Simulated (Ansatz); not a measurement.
# GeHO: the cost of one run

Method: cc-pVTZ, core rule «outside noble gas», up to 15 orbitals frozen; program: Ansatz 0.2.0, Gaussian basis.

Plan: UHF; CCSD(T) on ROHF; CCSD(T) on UHF; BCCD(T) on ROHF; CCSDT(Q) on ROHF; CCSDT(Q) on UHF.

9 further runs of the same task are left out: 4 for a known fault of the program, 5 set aside as unsound or not needed.

## Step 1: The system

The geometry is a PBE0/def2-TZVP stationary point (not a proven minimum). No spin-orbit coupling is included. The filled d shell of Ge may be among the frozen orbitals whatever the setting's name suggests; the logs give the count.

3 atoms, charge 0, spin multiplicity 4.

Atoms are counted from 1 here; the program's logs count them from 0.

Bond lengths: Ge1–O2 1.855 Å, Ge1–H3 1.563 Å. Angles: O2–Ge1–H3 114.5°.

## Step 2: UHF

File in.yaml:

```yaml
crystal:
  periodic: [false, false, false]
  atoms:
    - {symbol: Ge, position_ang: [0.000000, -0.037540, 0.321995]}
    - {symbol: O, position_ang: [0.000000, 0.086176, -1.528961]}
    - {symbol: H, position_ang: [0.000000, 1.337542, 1.064259]}
basis:
  gaussian: {orbitals: cc-pVTZ}
magnetization: {spin_polarized: true, initial_magnetization: 3}
hamiltonian: {xc: hf}
output: {orbitals: {seedname: orbitals}}
```

Started as:

```console
> ansatz run in.yaml --threads 1 --pin off --events-out ev --progress --plain --max-ram 4096MiB --backend cpu
```

Q: Estimate wall time and peak memory on 1 thread of AMD EPYC 7R13, shared host.

About 6 s, with a peak of 0.25 GiB.
